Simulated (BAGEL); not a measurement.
**UHF/3-21G (density fitting with qzvpp-jkfit) run of GaHClO (SMILES [O][GaH][Cl])**

Aim: the electronic atomisation energy of GaHClO at UHF/3-21G (density fitting with qzvpp-jkfit), from 5 runs. 

The results are computed with BAGEL 1.2.2.

18 further runs of the same task are left out: 4 that didn't finish, 14 set aside as unsound or not needed.

## (1) The system as given

GaHClO: 4 atoms, total charge 0, spin state doublet. SMILES: `[O][GaH][Cl]`. The coordinates come from a PBE0-D4/def2-TZVP relaxation.

Bond lengths: O1–Ga2 1.796 Å, Ga2–Cl3 2.128 Å, Ga2–H4 1.543 Å. Angles: O1–Ga2–Cl3 112.7°, O1–Ga2–H4 122.7°, Cl3–Ga2–H4 124.6°.

## (2) The energy at UHF/3-21G (density fitting with qzvpp-jkfit)

Input file input.json:

```json
{ "bagel" : [

{
  "title" : "molecule",
  "basis" : "3-21g",
  "df_basis" : "qzvpp-jkfit",
  "angstrom" : "true",
  "geometry" : [
    { "atom" : "O", "xyz" : [   -1.739800,   -0.117700,   -0.212200 ] },
    { "atom" : "Ga", "xyz" : [    0.030900,    0.144300,   -0.061200 ] },
    { "atom" : "Cl", "xyz" : [    1.050700,   -1.557300,    0.708800 ] },
    { "atom" : "H", "xyz" : [    0.713700,    1.470500,   -0.455700 ] }
  ]
},
{ "title" : "uhf", "nopen" : 1 },
{ "title" : "print", "file" : "orbitals.molden", "orbitals" : "true" }

]}
```

The run is started by

```bash
$ BAGEL_NUM_THREADS=1 BAGEL input.json > input.out
```

The log of the run:

```text
* using 1 threads per process

  ===============================================================
  ===============================================================

  *** Geometry ***

  { "atom" : "O", "xyz" : [     -3.287746,     -0.222421,     -0.401000 ] },
  { "atom" : "Ga", "xyz" : [      0.058393,      0.272687,     -0.115651 ] },
  { "atom" : "Cl", "xyz" : [      1.985535,     -2.942870,      1.339438 ] },
  { "atom" : "H", "xyz" : [      1.348698,      2.778842,     -0.861148 ] },

  Number of auxiliary basis functions:      489

  Since a DF basis is specified, we compute 2- and 3-index integrals:
    o Being stored without compression. Storage requirement is 0.008 GB

  Number of basis functions:       46
  Number of electrons      :       57

    * METHOD: MOLECULE                             0.17

  *** Open-shell HF ***

  === Nuclear Repulsion ===
   240.9364549103

      * DIIS with orbital gradients will be used.

  === UHF iteration (3-21g) ===
      0      -2445.69412083          0.07382819           0.08
      1      -2445.10966424          0.14295068           0.07
      2      -2444.85213766          0.14894302           0.07
      3      -2446.14868978          0.01807361           0.07
      4      -2446.19788240          0.00781928           0.07
      5      -2446.20969459          0.00233855           0.07
      6      -2446.21145797          0.00172388           0.07
      7      -2446.21287230          0.00145473           0.07
      8      -2446.21478115          0.00117302           0.07
      9      -2446.21640036          0.00048314           0.07
     10      -2446.21665801          0.00013064           0.07
     11      -2446.21673571          0.00004686           0.07
     12      -2446.21676866          0.00001700           0.07
     13      -2446.21677652          0.00000888           0.07
     14      -2446.21677878          0.00000473           0.07
     15      -2446.21677953          0.00000217           0.07
     16      -2446.21677960          0.00000141           0.07
     17      -2446.21677961          0.00000109           0.07
     18      -2446.21677961          0.00000086           0.07
     19      -2446.21677961          0.00000055           0.07
     20      -2446.21677961          0.00000034           0.07
     21      -2446.21677961          0.00000020           0.07
     22      -2446.21677961          0.00000015           0.07
     23      -2446.21677961          0.00000014           0.07
     24      -2446.21677961          0.00000013           0.07
     25      -2446.21677961          0.00000012           0.07
     26      -2446.21677961          0.00000012           0.07
     27      -2446.21677961          0.00000010           0.07
     28      -2446.21677961          0.00000008           0.07
     29      -2446.21677961          0.00000006           0.07
     30      -2446.21677961          0.00000005           0.07
     31      -2446.21677961          0.00000005           0.07
     32      -2446.21677961          0.00000003           0.07
     33      -2446.21677961          0.00000001           0.07
     34      -2446.21677961          0.00000001           0.07
    * SCF iteration converged.

    * S^2 (UHF) is 0.7564

    * Permanent dipole moment:
           (   -0.278315,    -1.037055,     0.342847) a.u.

    * METHOD: UHF                                  2.69

    * METHOD: PRINT                                0.01

  ===============================================================
```

Wall time 3.3 s (1 thread of Arm Neoverse V1, shared host).

## (3) The Cl atom at the same level

Input file calc.json:

```json
{ "bagel" : [

{
  "title" : "molecule",
  "basis" : "3-21g",
  "df_basis" : "qzvpp-jkfit",
  "angstrom" : true,
  "geometry" : [
    { "atom" : "Cl", "xyz" : [       0.000000,       0.000000,       0.000000 ] }
  ]
},

{ "title" : "uhf", "nopen" : 1 },

{ "title" : "print", "file" : "orbitals.molden", "orbitals" : true }

]}
```

The run is started by

```bash
$ BAGEL_NUM_THREADS=1 BAGEL calc.json > calc.out
```

The log of the run:

```text
* using 1 threads per process

  ===============================================================
  ===============================================================

  *** Geometry ***

  { "atom" : "Cl", "xyz" : [      0.000000,      0.000000,      0.000000 ] },

  Number of auxiliary basis functions:      128

  Since a DF basis is specified, we compute 2- and 3-index integrals:
    o Being stored without compression. Storage requirement is 0.000 GB

  Number of basis functions:       13
  Number of electrons      :       17

    * METHOD: MOLECULE                             0.02

  *** Open-shell HF ***

  === Nuclear Repulsion ===
     0.0000000000

      * DIIS with orbital gradients will be used.

  === UHF iteration (3-21g) ===
      0       -457.27445058          0.00939305           0.00
      1       -457.27633333          0.00180507           0.00
      2       -457.27647994          0.00051423           0.00
      3       -457.27650229          0.00009817           0.00
      4       -457.27650422          0.00003124           0.00
      5       -457.27650457          0.00000276           0.00
      6       -457.27650459          0.00000045           0.00
      7       -457.27650459          0.00000018           0.00
      8       -457.27650459          0.00000001           0.00
      9       -457.27650459          0.00000000           0.00
    * SCF iteration converged.

    * S^2 (UHF) is 0.7504

    * Permanent dipole moment:
           (   -0.000000,    -0.000000,    -0.000000) a.u.

    * METHOD: UHF                                  0.03

    * METHOD: PRINT                                0.00

  ===============================================================
```

Run time: 0.22 s. Hardware: 1 thread of Arm Neoverse V1, shared host.

## (4) The Ga atom, same level

Input file input.json:

```json
{ "bagel": [

{
  "title": "molecule",
  "basis": "3-21g",
  "df_basis": "qzvpp-jkfit",
  "angstrom": true,
  "geometry": [
    { "atom": "Ga", "xyz": [       0.000000,       0.000000,       0.000000 ] }
  ]
},

{
  "title": "uhf",
  "nopen": 1
},

{
  "title": "print",
  "file": "orbitals.molden",
  "orbitals": true
}

]}
```

Run the same way, it converges to -1913.78932 Eh (log not shown).

## (5) The H atom

Input file calc.json:

```json
{ "bagel": [

{
  "title": "molecule",
  "basis": "3-21g",
  "df_basis": "qzvpp-jkfit",
  "angstrom": true,
  "geometry": [
    { "atom": "H", "xyz": [       0.000000,       0.000000,       0.000000 ] }
  ]
},

{ "title": "uhf", "nopen": 1 },

{ "title": "print", "file": "orbitals.molden", "orbitals": true }

]}
```

Run the same way, it converges to -0.49620 Eh (log not shown).

## (6) The O atom

Input file calc.json:

```json
{ "bagel": [

{
  "title": "molecule",
  "basis": "3-21g",
  "df_basis": "qzvpp-jkfit",
  "angstrom": true,
  "geometry": [
    { "atom": "O", "xyz": [       0.000000,       0.000000,       0.000000 ] }
  ]
},

{
  "title": "uhf",
  "nopen": 2
},

{
  "title": "print",
  "file": "orbitals.molden",
  "orbitals": true
}

]}
```

The run is started by

```bash
$ BAGEL_NUM_THREADS=1 BAGEL calc.json > calc.out
```

The log of the run:

```text
* using 1 threads per process

  ===============================================================
  ===============================================================

  *** Geometry ***

  { "atom" : "O", "xyz" : [      0.000000,      0.000000,      0.000000 ] },

  Number of auxiliary basis functions:       77

  Since a DF basis is specified, we compute 2- and 3-index integrals:
    o Being stored without compression. Storage requirement is 0.000 GB

  Number of basis functions:        9
  Number of electrons      :        8

    * METHOD: MOLECULE                             0.01

  *** Open-shell HF ***

  === Nuclear Repulsion ===
     0.0000000000

      * DIIS with orbital gradients will be used.

  === UHF iteration (3-21g) ===
      0        -74.38774432          0.02822767           0.00
      1        -74.39295470          0.00770985           0.00
      2        -74.39342859          0.00218198           0.00
      3        -74.39350053          0.00058964           0.00
      4        -74.39350590          0.00011977           0.00
      5        -74.39350641          0.00000224           0.00
      6        -74.39350641          0.00000087           0.00
      7        -74.39350641          0.00000022           0.00
      8        -74.39350641          0.00000001           0.00
    * SCF iteration converged.

    * S^2 (UHF) is 2.0011

    * Permanent dipole moment:
           (   -0.000000,    -0.000000,    -0.000000) a.u.

    * METHOD: UHF                                  0.02

    * METHOD: PRINT                                0.00

  ===============================================================
```

Wall time 0.2 s (1 thread of Arm Neoverse V1, shared host).

## (7) What came out

At UHF/3-21G (density fitting with qzvpp-jkfit):

| quantity | value |
| --- | --- |
| molecule: total energy | -2446.21678 Eh |
| molecule: dipole moment | 2.86 D |
| molecule: ⟨S²⟩ | 0.756 |
| Cl atom: total energy | -457.27650 Eh |
| Cl atom: dipole moment | 0.00 D |
| Cl atom: ⟨S²⟩ | 0.750 |
| Ga atom: total energy | -1913.78932 Eh |
| Ga atom: dipole moment | 0.00 D |
| Ga atom: ⟨S²⟩ | 0.750 |
| H atom: total energy | -0.49620 Eh |
| H atom: dipole moment | 0.00 D |
| H atom: ⟨S²⟩ | 0.750 |
| O atom: total energy | -74.39351 Eh |
| O atom: dipole moment | 0.00 D |
| O atom: ⟨S²⟩ | 2.001 |
| electronic atomisation energy | 7.109 eV |

What this shows: Taking the molecule apart into free atoms costs 7.11 eV (164 kcal/mol), before zero-point energy and without spin-orbit coupling. Hartree–Fock lacks the correlation of the bonding pairs, which as a rule makes this value much too low; in minimal bases other errors can mask that. The basis has no polarisation functions, which makes bonds too weak.
